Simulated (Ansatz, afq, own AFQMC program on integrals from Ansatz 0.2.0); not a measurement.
# Si2GeH6+ (doublet): AFQMC on the coupled-cluster ladder as a vertical ion, def2-TZVP

Aim: compute Si2GeH6+ (doublet) with auxiliary-field quantum Monte Carlo on the same integrals as coupled cluster, and set the energies side by side.

Program: Ansatz 0.2.0, Gaussian basis, and an in-house AFQMC program (afq) on its integrals; all values are calculated. Level of theory: def2-TZVP, frozen cores. These are calculated values, not measurements.

The runs, in order: PBE (unrestricted); CCSD(T) on UHF; r2SCAN (unrestricted); PBE0 (unrestricted); B3LYP (unrestricted); wB97M-V (unrestricted); B2PLYP (unrestricted); Phaseless AFQMC, CISD trial on UHF.

## (1) The system

The geometry is that of the parent species, a PBE0/def2-SVP stationary point (not a proven minimum); the ion is not relaxed. No spin-orbit coupling is included. The filled d shell of Ge may be among the frozen orbitals whatever the setting's name suggests; the logs give the count.

9 atoms, charge 1, spin multiplicity 2.

Atoms are counted from 1 here; the program's logs count them from 0.

Bond lengths: Si1–Si2 2.340 Å, Si1–Ge3 2.386 Å, Si1–H4 1.492 Å, Si1–H5 1.492 Å, Si2–Ge3 2.386 Å, Si2–H6 1.492 Å, Si2–H7 1.492 Å, Ge3–H8 1.533 Å, Ge3–H9 1.533 Å. Angles: Si2–Si1–Ge3 60.6°, Si2–Si1–H4 118.5°, Si2–Si1–H5 118.4°, Ge3–Si1–H4 118.4°, Ge3–Si1–H5 118.3°, H4–Si1–H5 113.1°, Si1–Si2–Ge3 60.6°, Si1–Si2–H6 118.5°, Si1–Si2–H7 118.4°, Ge3–Si2–H6 118.4°, Ge3–Si2–H7 118.3°, H6–Si2–H7 113.1°, Si1–Ge3–Si2 58.7°, Si1–Ge3–H8 118.6°, Si1–Ge3–H9 118.6°, Si2–Ge3–H8 118.5°, Si2–Ge3–H9 118.6°, H8–Ge3–H9 113.5°.

Coordinates:

```xyz
9

Si   -1.02885    0.15657   -0.87826
Si    1.07282    0.83247   -0.10182
Ge   -0.04378   -0.98171    0.97290
H    -1.10999   -0.55354   -2.18739
H    -2.19971    1.04386   -0.62038
H     1.17948    2.13103    0.62421
H     2.27034    0.52948   -0.93783
H     0.49358   -2.40141    0.75884
H    -0.63392   -0.75673    2.36975
```

## (2) PBE (unrestricted)

in.yaml reads:

```yaml
crystal:
  periodic: [false, false, false]
  atoms:
    - {symbol: Si, position_ang: [-1.028847, 0.156569, -0.878255]}
    - {symbol: Si, position_ang: [1.072820, 0.832472, -0.101818]}
    - {symbol: Ge, position_ang: [-0.043779, -0.981713, 0.972896]}
    - {symbol: H, position_ang: [-1.109986, -0.553543, -2.187390]}
    - {symbol: H, position_ang: [-2.199710, 1.043863, -0.620384]}
    - {symbol: H, position_ang: [1.179483, 2.131026, 0.624210]}
    - {symbol: H, position_ang: [2.270343, 0.529478, -0.937831]}
    - {symbol: H, position_ang: [0.493584, -2.401408, 0.758835]}
    - {symbol: H, position_ang: [-0.633917, -0.756733, 2.369747]}
basis:
  gaussian: {orbitals: def2-TZVP}
total_charge: 1
magnetization: {spin_polarized: true, initial_magnetization: 1}
hamiltonian: {xc: {name: PBE}}
output: {orbitals: {seedname: orbitals}}
```

Run with:

```sh
$ ansatz run in.yaml --threads 1 --pin off --events-out ev --progress --plain --max-ram 8192MiB --backend cpu
```

What it wrote:

```text
Functional definition: PBE
  name "PBE"
  cite "Perdew, Burke & Ernzerhof, Phys. Rev. Lett. 77, 3865 (1996) doi:10.1103/PhysRevLett.77.3865"
  parent pbe
  parameter kappa = 0.804
  parameter beta = 0.06672455060314922
  exchange = pbe_x(kappa = kappa, mu = beta*pi^2/3)
  correlation = pbe_c(beta = beta)
1126 factors; their error is unknown
mean field evaluation 1: about -72342.7645 eV, gradient 2.1e1 eV
mean field evaluation 2: about -72339.8205 eV, gradient 3.1e1 eV
mean field evaluation 4: about -72344.4939 eV, gradient 8.3e0 eV
mean field evaluation 8: about -72345.1622 eV, gradient 2.2e0 eV
mean field evaluation 16: about -72345.1717 eV, gradient 1.0e-2 eV
mean field evaluation 32: about -72345.1600 eV, gradient 9.7e-1 eV
mean field -72345.17168905 eV, -2658.6360222540 hartree, gradient 4.6e-6 eV, S^2 0.753969; 3 other end points of the search recorded, 0 dependent functions left out
reference -72345.17173880 eV, -2658.6360240824 hartree; 33, 32 occupied and 125, 126 virtual orbitals, 1126 factors
Total energy: -72345.17173880 eV, -2658.6360240824 hartree
```

Run time: 18 s. Hardware: 1 thread of AMD EPYC 7R13 (Zen 3), shared host; peak memory 2.5 GiB.

From the report: ⟨S²⟩ of the determinant 0.754 (pure doublet: 0.75).

## (3) CCSD(T) on UHF

in.yaml: that of step 2 with these lines changed.

```diff
@@ -16,3 +16,2 @@
 magnetization: {spin_polarized: true, initial_magnetization: 1}
-hamiltonian: {xc: {name: PBE}}
-output: {orbitals: {seedname: orbitals}}
+correlation: {method: ccsd_t, electrons: outside_noble_gas, hamiltonian_folder: ham}
```

Run with:

```sh
$ ansatz run in.yaml --threads 1 --pin off --events-out ev --progress --plain --max-ram 24576MiB --backend cuda --devices 0, --max-vram 18GiB
```

What it wrote (excerpt; [...] marks lines left out):

```text
Functional definition: HF
  name "HF"
  cite "Fock, Z. Phys. 61, 126 (1930) doi:10.1007/BF01340294"
  parent pbe
[...]
1061 factors; integrals over basis functions are off by at most 9.4e-4 eV
[...]
mean field -72284.59347257 eV, -2656.4098138599 hartree, gradient 2.3e-6 eV, S^2 0.778014; 5 other end points of the search recorded, 0 dependent functions left out
determinant -72284.59347257 eV, -2656.4098138599 hartree, with singles and doubles -72294.95539693 eV, -2656.7906075563 hartree
determinant -72284.37864857 eV, -2656.4019192232 hartree, with singles and doubles -72294.76336413 eV, -2656.7835504811 hartree
determinant -72284.59347257 eV, -2656.4098138599 hartree, with singles and doubles -72294.81177790 eV, -2656.7853296542 hartree
determinant -72284.37864857 eV, -2656.4019192232 hartree, with singles and doubles -72294.62220038 eV, -2656.7783628090 hartree
24 core orbitals not correlated: weight in the atoms' cores, before any rotation towards them, 1.000 or more for the frozen orbitals, at most 0.000 for the correlated occupied ones
reference -72284.59347257 eV, -2656.4098138599 hartree; 9, 8 occupied and 125, 126 virtual orbitals, 1061 factors
second order -8.53527577 eV of doubles, -0.00000000 eV of singles
cycle   1  -10.21830499 eV  change    3.3e-7 eV  update   1.8e-6
perturbative correction -0.40641709 eV, -0.0149355527 hartree
Total energy: -72295.21819466 eV, -2656.8002651947 hartree
```

Run time: 19 s. Hardware: 1 × NVIDIA H100 80GB HBM3 with 1 thread of AMD EPYC 7R13 (Zen 3), shared host; peak host memory 2.5 GiB.

From the report: ⟨S²⟩ of the determinant 0.778 (pure doublet: 0.75); correlation -10.6247 eV; T1 0.018; largest double amplitude 0.03.

This run also writes the integrals to the folder ham.

## (4) r2SCAN (unrestricted)

in.yaml: that of step 3 with these lines changed.

```diff
@@ -16,2 +16,2 @@
 magnetization: {spin_polarized: true, initial_magnetization: 1}
-correlation: {method: ccsd_t, electrons: outside_noble_gas, hamiltonian_folder: ham}
+hamiltonian: {xc: {name: r2SCAN}}
```

Run with:

```sh
$ ansatz run in.yaml --threads 1 --pin off --events-out ev --progress --plain --max-ram 8192MiB --backend cpu
```

What it wrote (excerpt; [...] marks lines left out):

```text
Functional definition: r2SCAN
  name "r2SCAN"
  cite "Furness, Kaplan, Ning, Perdew & Sun, J. Phys. Chem. Lett. 11, 8208 (2020) doi:10.1021/acs.jpclett.0c02405"
  cite "Furness, Kaplan, Ning, Perdew & Sun, J. Phys. Chem. Lett. 11, 9248 (2020) doi:10.1021/acs.jpclett.0c03077"
  parent r2scan
[...]
1126 factors; their error is unknown
[...]
mean field -72360.34552153 eV, -2659.1936503126 hartree, gradient 2.3e-6 eV, S^2 0.758042; 3 other end points of the search recorded, 0 dependent functions left out
reference -72360.34553899 eV, -2659.1936509540 hartree; 33, 32 occupied and 125, 126 virtual orbitals, 1126 factors
Total energy: -72360.34553899 eV, -2659.1936509540 hartree
```

Run time: 55 s. Hardware: 1 thread of AMD EPYC 7R13 (Zen 3), shared host; peak memory 2.5 GiB.

From the report: ⟨S²⟩ of the determinant 0.758 (pure doublet: 0.75).

## (5) PBE0 (unrestricted)

in.yaml: that of step 4 with these lines changed.

```diff
@@ -16,2 +16,3 @@
 magnetization: {spin_polarized: true, initial_magnetization: 1}
-hamiltonian: {xc: {name: r2SCAN}}
+hamiltonian: {xc: {name: PBE0}}
+output: {orbitals: {seedname: orbitals}}
```

Same command.

What it wrote:

```text
Functional definition: PBE0
  name "PBE0"
  cite "Adamo & Barone, J. Chem. Phys. 110, 6158 (1999) doi:10.1063/1.478522"
  cite "Perdew, Burke & Ernzerhof, Phys. Rev. Lett. 77, 3865 (1996) doi:10.1103/PhysRevLett.77.3865"
  parent pbe
  parameter a = 0.25
  parameter kappa = 0.804
  parameter beta = 0.06672455060314922
  exchange = (1 - a)*pbe_x(kappa = kappa, mu = beta*pi^2/3) + a*exact_x
  correlation = pbe_c(beta = beta)
1201 factors; their error is unknown
mean field evaluation 1: about -72346.6911 eV, gradient 1.5e1 eV
mean field evaluation 2: about -72347.1315 eV, gradient 1.3e1 eV
mean field evaluation 4: about -72347.9137 eV, gradient 6.3e-1 eV
mean field evaluation 8: about -72348.2466 eV, gradient 1.1e-1 eV
mean field evaluation 16: about -72348.2466 eV, gradient 4.0e-4 eV
mean field evaluation 32: about -72347.9729 eV, gradient 4.7e0 eV
mean field -72348.24664604 eV, -2658.7490248391 hartree, gradient 9.1e-6 eV, S^2 0.756858; 3 other end points of the search recorded, 0 dependent functions left out
reference -72348.24668317 eV, -2658.7490262034 hartree; 33, 32 occupied and 125, 126 virtual orbitals, 1201 factors
Total energy: -72348.24668317 eV, -2658.7490262034 hartree
```

It took 33 s on 1 thread of AMD EPYC 7R13 (Zen 3), shared host; peak memory 2.6 GiB.

From the report: ⟨S²⟩ of the determinant 0.757 (pure doublet: 0.75).

## (6) B3LYP (unrestricted)

in.yaml: that of step 5 with these lines changed.

```diff
@@ -16,3 +16,2 @@
 magnetization: {spin_polarized: true, initial_magnetization: 1}
-hamiltonian: {xc: {name: PBE0}}
-output: {orbitals: {seedname: orbitals}}
+hamiltonian: {xc: {name: B3LYP}}
```

The command is unchanged.

What it wrote (excerpt; [...] marks lines left out):

```text
Functional definition: B3LYP
  name "B3LYP"
  cite "Stephens, Devlin, Chabalowski & Frisch, J. Phys. Chem. 98, 11623 (1994) doi:10.1021/j100096a001"
  cite "Becke, Phys. Rev. A 38, 3098 (1988) doi:10.1103/PhysRevA.38.3098"
  cite "Lee, Yang & Parr, Phys. Rev. B 37, 785 (1988) doi:10.1103/PhysRevB.37.785"
  cite "Vosko, Wilk & Nusair, Can. J. Phys. 58, 1200 (1980) doi:10.1139/p80-159"
[...]
1175 factors; their error is unknown
[...]
mean field -72364.50700092 eV, -2659.3465818592 hartree, gradient 6.1e-6 eV, S^2 0.754508; 3 other end points of the search recorded, 0 dependent functions left out
reference -72364.50730332 eV, -2659.3465929723 hartree; 33, 32 occupied and 125, 126 virtual orbitals, 1175 factors
Total energy: -72364.50730332 eV, -2659.3465929723 hartree
```

Wall time 35 s (1 thread of AMD EPYC 7R13 (Zen 3), shared host); peak memory 2.6 GiB.

From the report: ⟨S²⟩ of the determinant 0.755 (pure doublet: 0.75).

## (7) wB97M-V (unrestricted)

in.yaml: that of step 6 with these lines changed.

```diff
@@ -16,2 +16,3 @@
 magnetization: {spin_polarized: true, initial_magnetization: 1}
-hamiltonian: {xc: {name: B3LYP}}
+hamiltonian: {xc: {name: wB97M-V}}
+output: {orbitals: {seedname: orbitals}}
```

Launched as before.

What it wrote (excerpt; [...] marks lines left out):

```text
Functional definition: wB97M-V
  name "wB97M-V"
  cite "Mardirossian & Head-Gordon, J. Chem. Phys. 144, 214110 (2016) doi:10.1063/1.4952647"
  cite "Becke, J. Chem. Phys. 107, 8554 (1997) doi:10.1063/1.475007"
  cite "Vydrov & Van Voorhis, J. Chem. Phys. 133, 244103 (2010) doi:10.1063/1.3521275"
  # Of w^i u^j: cxij and so on, Table III.
[...]
  gx(w, u) = 1 - cx + cx01*u + cx10*w
  gss(w, u) = css00 + css04*u^4 + css10*w + css20*w^2 + css43*w^4*u^3
  gos(w, u) = cos00 + cos10*w + (cos20 + cos21*u)*w^2 + (cos60 + cos61*u)*w^6
[...]
      + integral(e_c_pw_mod_opposite_spin*gos(b97_w_opposite, b97_u_opposite)) + vv10(b, c)
1154 factors; their error is unknown
290 factors; integrals over basis functions are off by at most 1.1e-5 eV
[...]
mean field -72357.02126110 eV, -2659.0714859950 hartree, gradient 3.1e-6 eV, S^2 0.753386; 2 other end points of the search recorded, 0 dependent functions left out
reference -72357.02131761 eV, -2659.0714880714 hartree; 33, 32 occupied and 125, 126 virtual orbitals, 1154 factors
Total energy: -72357.02131761 eV, -2659.0714880714 hartree
```

Wall time 85 s (1 thread of AMD EPYC 7R13 (Zen 3), shared host); peak memory 2.6 GiB.

From the report: ⟨S²⟩ of the determinant 0.753 (pure doublet: 0.75).

## (8) B2PLYP (unrestricted)

in.yaml: that of step 7 with these lines changed.

```diff
@@ -16,3 +16,3 @@
 magnetization: {spin_polarized: true, initial_magnetization: 1}
-hamiltonian: {xc: {name: wB97M-V}}
-output: {orbitals: {seedname: orbitals}}
+hamiltonian: {xc: {name: B2PLYP}}
+correlation: {electrons: outside_noble_gas}
```

Launched as before.

What it wrote (excerpt; [...] marks lines left out):

```text
Functional definition: B2PLYP
  name "B2PLYP"
  cite "Grimme, J. Chem. Phys. 124, 034108 (2006) doi:10.1063/1.2148954"
  cite "Becke, Phys. Rev. A 38, 3098 (1988) doi:10.1103/PhysRevA.38.3098"
  cite "Lee, Yang & Parr, Phys. Rev. B 37, 785 (1988) doi:10.1103/PhysRevB.37.785"
[...]
1061 factors; integrals over basis functions are off by at most 9.4e-4 eV
[...]
mean field -72340.78391239 eV, -2658.4747744359 hartree, gradient 8.5e-6 eV, S^2 0.760588; 2 other end points of the search recorded, 0 dependent functions left out
24 core orbitals not correlated: weight in the atoms' cores, before any rotation towards them, 0.999 or more for the frozen orbitals, at most 0.000 for the correlated occupied ones
reference -72340.78410276 eV, -2658.4747814318 hartree; 9, 8 occupied and 125, 126 virtual orbitals, 1061 factors
second order -10.84084408 eV of doubles, -0.00000000 eV of singles
Total energy: -72343.71113066 eV, -2658.5823477232 hartree
```

Run time: 29 s. Hardware: 1 thread of AMD EPYC 7R13 (Zen 3), shared host; peak memory 2.6 GiB.

From the report: ⟨S²⟩ of the determinant 0.761 (pure doublet: 0.75).

## (9) Phaseless AFQMC, CISD trial on UHF

It reads the integrals that the CCSD(T) run on this determinant wrote.

Run with:

```sh
$ afq ham --method phaseless --trial cisd --walkers 600 --populations 10 --least-time 60 --time-step 0.005 --steps-per-block 50 --equilibration-blocks 28 --max-blocks 4000 --target-error 0.00024 --factor-cut 1e-05 --start spin_pure --seed 2887 --release-times 0.24,0.51,0.99,1.5 --release-step 0.03 --release-every 4 --taylor-order 6
```

What it wrote:

```text
orbitals 134  electrons 9 8  factors 1003 of 1061
reference energy -2656.40981386 Eh
CCSD correlation -0.37551601 Eh in 11 cycles, weight of the determinant in the CISD state 0.8040
energy of the start -2656.783348 Eh
 block  time / (1/Eh)  mean weight  energy / Eh
     1     0.250  1.0001  -2656.773042
     2     0.500  0.9995  -2656.776180
     3     0.750  1.0005  -2656.781068
     4     1.000  0.9988  -2656.785364
     5     1.250  1.0000  -2656.787689
     6     1.500  0.9994  -2656.790189
     7     1.750  0.9985  -2656.793689
     8     2.000  0.9995  -2656.795058
     9     2.250  1.0000  -2656.798078
    10     2.500  1.0005  -2656.800143
    13     3.250  0.9991  -2656.802844
    16     4.000  0.9997  -2656.801371
    19     4.750  1.0005  -2656.802727
    22     5.500  1.0003  -2656.802605
    25     6.250  0.9994  -2656.800841
    28     7.000  1.0002  -2656.802186
    31     7.750  1.0006  -2656.802518
    34     8.500  0.9996  -2656.801047
    37     9.250  1.0004  -2656.802086
    40    10.000  0.9994  -2656.802645
    43    10.750  1.0008  -2656.804159
    46    11.500  0.9992  -2656.806088
    49    12.250  0.9999  -2656.803762
    52    13.000  0.9997  -2656.803444
    55    13.750  1.0004  -2656.804138
    58    14.500  1.0004  -2656.803476
    61    15.250  0.9995  -2656.803488
    64    16.000  1.0005  -2656.802652
    67    16.750  0.9993  -2656.803357
    70    17.500  0.9993  -2656.804242
    73    18.250  0.9998  -2656.805945
    76    19.000  1.0000  -2656.804663
    79    19.750  0.9990  -2656.801448
    82    20.500  0.9995  -2656.802296
    85    21.250  0.9997  -2656.800530
    88    22.000  1.0000  -2656.802551
    91    22.750  1.0002  -2656.796445
    94    23.500  1.0005  -2656.801236
    97    24.250  0.9999  -2656.800321
   100    25.000  0.9997  -2656.802182
   103    25.750  0.9998  -2656.806758
   106    26.500  1.0006  -2656.808531
   109    27.250  0.9990  -2656.801475
   112    28.000  0.9998  -2656.804895
   115    28.750  1.0006  -2656.802802
   118    29.500  1.0001  -2656.806666
   121    30.250  0.9996  -2656.802702
error from the spread of 10 populations
released: time / (1/Eh)  energy / Eh  error  mean overlap
  0.24  -2656.803403  0.000546  1.0016
  0.51  -2656.803202  0.000540  1.0011
  0.99  -2656.803408  0.000655  0.9911
  1.50  -2656.803435  0.000668  0.9803
energy -2656.803259 +/- 0.000490 Eh
```

Run time: 5.9 min. Hardware: 1 × NVIDIA H100 80GB HBM3 with 2 threads of AMD EPYC 7R13 (Zen 3), shared host; peak host memory 2.6 GiB.

Energy -72295.2997 ± 0.0133 eV. Caveats: constraint bias not in the error; error above the target.

## (10) AFQMC on the ladder

On the UHF determinant, counted from CCSD(T) (a yardstick, not exact):

```tsv
level	energy (eV)	from CCSD(T) (meV)	statistical error (meV)	time
HF	-72284.5935	+10624.7		
MP2	-72293.1287	+2089.4		
CCSD	-72294.8118	+406.4		
CCSD(T)	-72295.2182	0.0		
Phaseless AFQMC, CISD trial, step 0.005, 600 walkers	-72295.2997	-81.5	13.3	5.9 min
```

The functionals' totals stand on their own zeros and serve differences with other points: PBE -72345.172 eV; r2SCAN -72360.346 eV; PBE0 -72348.247 eV; B3LYP -72364.507 eV; wB97M-V -72357.021 eV; B2PLYP -72343.711 eV.

## (11) What came out

```
                                       quantity             value
Phaseless AFQMC, CISD trial on UHF from CCSD(T)  -81.5 ± 13.3 meV
```

**Reading.** On UHF the phaseless walk with the CISD trial lies -81.5 meV from CCSD(T), 6 times its error bar. Error bars are statistical and leave out the constraint, the time step and what remains of the start.
